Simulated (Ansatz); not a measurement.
**GeH2 (SMILES [GeH2]) at revPBE/STO-3G**

Aim: the electronic atomisation energy of GeH2 at revPBE/STO-3G, from 3 runs. 

The calculation is run with Ansatz 0.2.0.

41 further runs of the same task are left out: 7 that didn't finish, 34 set aside as unsound or not needed.

## Step 1: The molecule

The species is GeH2 (3 atoms), meant as a singlet with charge 0. As SMILES, `[GeH2]`. The shape is that of a PBE0-D4/def2-TZVP optimisation.

Bond lengths: Ge1–H2 1.595 Å, Ge1–H3 1.594 Å. Angles: H2–Ge1–H3 90.6°.

## Step 2: A single-point energy at revPBE/STO-3G

in.yaml

```yaml
basis:
  gaussian:
    orbitals: STO-3G
crystal:
  periodic: [false, false, false]
  atoms:
    - {symbol: Ge, position_ang: [-0.570100, 0.405100, -0.263700]}
    - {symbol: H, position_ang: [0.783000, 0.743600, 0.509000]}
    - {symbol: H, position_ang: [-0.212900, -1.148700, -0.245300]}
magnetization:
  spin_polarized: false
hamiltonian:
  xc: {name: revPBE}
accuracy: high
```

Launch:

```sh
$ ansatz run in.yaml --threads 1 --pin off --max-ram 2610MiB --events-out events.jsonl --progress --plain --runs-dir runs
```

The log of the run:

```text
Warning: RAYON_NUM_THREADS=1 ignored (pool sized by the plan → 1); use --threads N
Functional definition: revPBE
  name "revPBE"
  parameter kappa = 1.245
  parameter beta = 0.06672455060314922
  exchange = pbe_x(kappa = kappa, mu = beta*pi^2/3)
  correlation = pbe_c(beta = beta)
235 factors; integrals over basis functions are off by at most 1.3e-8 eV
mean field evaluation 1: about -55794.9068 eV, gradient 1.7e2 eV
mean field evaluation 2: about -55872.7312 eV, gradient 5.8e1 eV
mean field evaluation 4: about -55845.9155 eV, gradient 6.0e1 eV
mean field evaluation 8: about -55846.1808 eV, gradient 5.9e1 eV
mean field evaluation 16: about -55890.7088 eV, gradient 1.3e-2 eV
mean field evaluation 32: about -55794.9068 eV, gradient 1.7e2 eV
mean field evaluation 64: about -55881.2749 eV, gradient 4.7e1 eV
mean field -55890.71210753 eV, -2053.9457858666 hartree, gradient 1.5e-8 eV, S^2 0.000000; 6 other end points of the search recorded, 0 dependent functions left out
reference -55890.71210945 eV, -2053.9457859369 hartree; 17, 17 occupied and 3, 3 virtual orbitals, 235 factors
Total energy: -55890.71210945 eV, -2053.9457859369 hartree
```

It took 1.8 s on 1 thread of AMD EPYC 7R43 (Zen 3), shared host; peak memory 0.098 GiB.

## Step 3: The Ge atom

run.yaml

```yaml
crystal:
  periodic: [false, false, false]
  atoms:
    - symbol: Ge
      position_ang: [0.000000, 0.000000, 0.000000]
basis:
  gaussian:
    orbitals: STO-3G
magnetization:
  spin_polarized: true
  initial_magnetization: 2
hamiltonian:
  xc: {name: revPBE}
accuracy: high
```

Run the same way, it converges to -2052.67318 Eh (log not shown).

## Step 4: The H atom

input.yaml

```yaml
crystal:
  periodic: [false, false, false]
  atoms:
    - {symbol: H, position_ang: [0.000000, 0.000000, 0.000000]}
basis:
  gaussian: {orbitals: STO-3G}
hamiltonian: {xc: {name: revPBE}}
accuracy: high
magnetization: {spin_polarized: true, initial_magnetization: 1}
```

Run the same way, it converges to -0.47010 Eh (log not shown).

## Step 5: What came out

Level: revPBE/STO-3G.

```
                     quantity           value
       molecule: total energy  -2053.94579 Eh
        Ge atom: total energy  -2052.67318 Eh
                Ge atom: ⟨S²⟩           2.285
         H atom: total energy     -0.47010 Eh
                 H atom: ⟨S²⟩           0.750
electronic atomisation energy        9.045 eV
```

What this shows: Taking the molecule apart into free atoms costs 9.05 eV (873 kJ/mol), before zero-point energy and without spin-orbit coupling. In a minimal basis such a difference can be off by several eV, whatever the method. ⟨S²⟩ (Ge atom) is 2.28 where a pure triplet has 2.00: the reference is spin-contaminated.
